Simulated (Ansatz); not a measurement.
Crystal: HfGe.

```
Hf Ge
1.0
     3.50084    0.00000    0.00000
     0.00000    3.50084    0.00000
     0.00000    0.00000    3.50084
Hf Ge
1 1
Direct
  0.00000 0.00000 0.00000
  0.50000 0.50000 0.50000
```

The cell was built by a generator and needn't be a form met in nature.

* Program: Ansatz 0.2.0
* Task: relaxation of cell and atoms
* Functional: B3LYP
* Potentials or basis: Ansatz PAW
* Cutoff: 420 eV (not typed: the program's choice for these potentials)
* k mesh: 4 × 4 × 4
* Occupations: fermi-dirac, width 0.05 eV
* Spin: no spin polarisation

At the start: volume 21.45 Å³/atom.

**Question.** Where does the relaxation end?

**Answer.** It ends after 5 steps and the volume is 19.66 Å³/atom (-8.4 %); space group Pm-3m (No. 221, to 0.05 Å).

The path:
| step | energy change (eV) | largest force (eV/Å) | volume (Å³) |
| --- | --- | --- | --- |
| 1 | 0.0000 | 0.0000 | 42.91 |
| 2 | -0.0491 | 0.0000 | 36.99 |
| 3 | -0.0996 | 0.0000 | 39.59 |
| 4 | -0.1004 | 0.0000 | 39.32 |
| 5 | -0.0993 | 0.0000 | 39.32 |

Final structure:
```
Hf Ge
1.0
     3.40055    0.00000    0.00000
     0.00000    3.40055    0.00000
     0.00000    0.00000    3.40055
Hf Ge
1 1
Direct
  0.00000 0.00000 0.00000
  0.50000 0.50000 0.50000
```

Caveat: the k mesh is coarse (spacing up to 0.45 Å⁻¹), so the values aren't converged, least of all with exact exchange; the plane-wave basis is chosen anew once the cell has moved, so the energies of steps on either side of that aren't comparable; the PAW data sets come from PBE, with cores solved anew for the run's functional, which leaves a small shift of forces and pressure.
